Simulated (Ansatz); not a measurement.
# GeH4NO: the cost of one run

All numbers below are computed with Ansatz 0.2.0 (RKS PBE0-D4/def2-SVP).

## Step 1: The starting structure

Bond lengths: N1–Ge2 1.729 Å, Ge2–O3 1.811 Å, N1–H4 1.017 Å, Ge2–H5 1.602 Å, Ge2–H6 1.601 Å, O3–H7 0.953 Å. Angles: N1–Ge2–O3 105.6°, N1–Ge2–H5 123.7°, N1–Ge2–H6 123.6°, O3–Ge2–H5 101.3°, O3–Ge2–H6 101.2°, H5–Ge2–H6 97.5°, Ge2–N1–H4 113.6°, Ge2–O3–H7 104.1°.

As a file:

```xyz
7

N    -1.1345   -0.6597   -0.6751
Ge   -0.0060    0.3549    0.1536
O     1.5264   -0.6041    0.2556
H    -2.0493   -0.2331   -0.7999
H     0.5320    1.7459   -0.4301
H    -0.1837    0.8221    1.6744
H     1.3150   -1.4261   -0.1786
```

## Step 2: Relaxing end A

input.yaml reads:

```yaml
crystal:
  periodic: [false, false, false]
  atoms:
    - { symbol: "N", position_ang: [-1.13446, -0.65974, -0.67505] }
    - { symbol: Ge, position_ang: [-0.00595, 0.35493, 0.15361] }
    - { symbol: O, position_ang: [1.52641, -0.60413, 0.25563] }
    - { symbol: H, position_ang: [-2.04929, -0.23308, -0.79992] }
    - { symbol: H, position_ang: [0.53196, 1.74595, -0.43011] }
    - { symbol: H, position_ang: [-0.18366, 0.8221, 1.67444] }
    - { symbol: H, position_ang: [1.31499, -1.42605, -0.1786] }
total_charge: -1
basis:
  gaussian: { orbitals: def2-SVP }
hamiltonian:
  xc: pbe0
  dispersion: d4
relax:
  f_tol: 0.02
  max_steps: 50
```

Started as:

```
> ansatz run input.yaml --threads 1 --pin off --max-ram 2048MiB --backend cpu --events-out ev --progress --plain --runs-dir out
```

Q: Estimate wall time and peak memory on 1 thread of Intel Xeon Platinum 8375C at 2.90GHz (Ice Lake), shared host.

About 54 s, with a peak of 0.17 GiB.
